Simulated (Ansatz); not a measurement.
Wanted: the native input for an Ansatz 0.2.0 run.

```yaml
Task: single point
Functional: PBE
Potentials_or_basis: Ansatz PAW
Cutoff: "420 eV (not typed: the program's choice for these potentials)"
k_mesh: 10 × 10 × 10
Occupations: fermi-dirac, width 0.05 eV
Spin: no spin polarisation
```

Crystal: TaWC2.

```
W Ta C
1.0
     1.57186    0.90751    5.10162
    -1.57186    0.90751    5.10162
     0.00000   -1.81502    5.10162
W Ta C
1 1 2
Direct
  0.00000 0.00000 0.00000
  0.50000 0.50000 0.50000
  0.25093 0.25093 0.25093
  0.74907 0.74907 0.74907
```

The cell comes from a database or a generator and needn't be the stable form of this composition.

The input as run:

input.yaml

```yaml
crystal:
  lattice:
    - [1.5718551461, 0.9075109917, 5.1016196719]
    - [-1.5718551461, 0.9075109917, 5.1016196719]
    - [0.0, -1.8150219835, 5.1016196719]
  atoms:
    - { symbol: W, position: [0.0, 0.0, 0.0] }
    - { symbol: Ta, position: [0.5, 0.5, 0.5] }
    - { symbol: C, position: [0.250933, 0.250933, 0.250933] }
    - { symbol: C, position: [0.749067, 0.749067, 0.749067] }
hamiltonian:
  xc: pbe
  pseudopotentials: { kind: paw }
kpoints:
  mp_grid: { grid: [10, 10, 10] }
scf:
  occupations: { method: fermi_dirac, width: 0.05 }
output:
  forces: true
  stress: true
  eigenvalues: true
```

Potentials or basis: Ansatz PAW.

Launch:

```console
$ ansatz run input.yaml --threads 2 --pin off --max-ram 5120MiB --backend cpu --events-out ev --progress --plain --runs-dir out
```

Results of the run:

- Pressure: -2.6 GPa
- Largest force: 0.056 eV/Å
- Band gap on the k mesh: none (metal or under the smearing width)

Caveat: the pressure holds a Pulay correction of +0.3 GPa for the finite cutoff.

Wall time 5.9 s on 2 threads of Intel(R) Xeon(R) Processor @ 2.50GHz (Skylake/Cascade Lake), with other jobs on the host, peak memory 0.43 GiB.
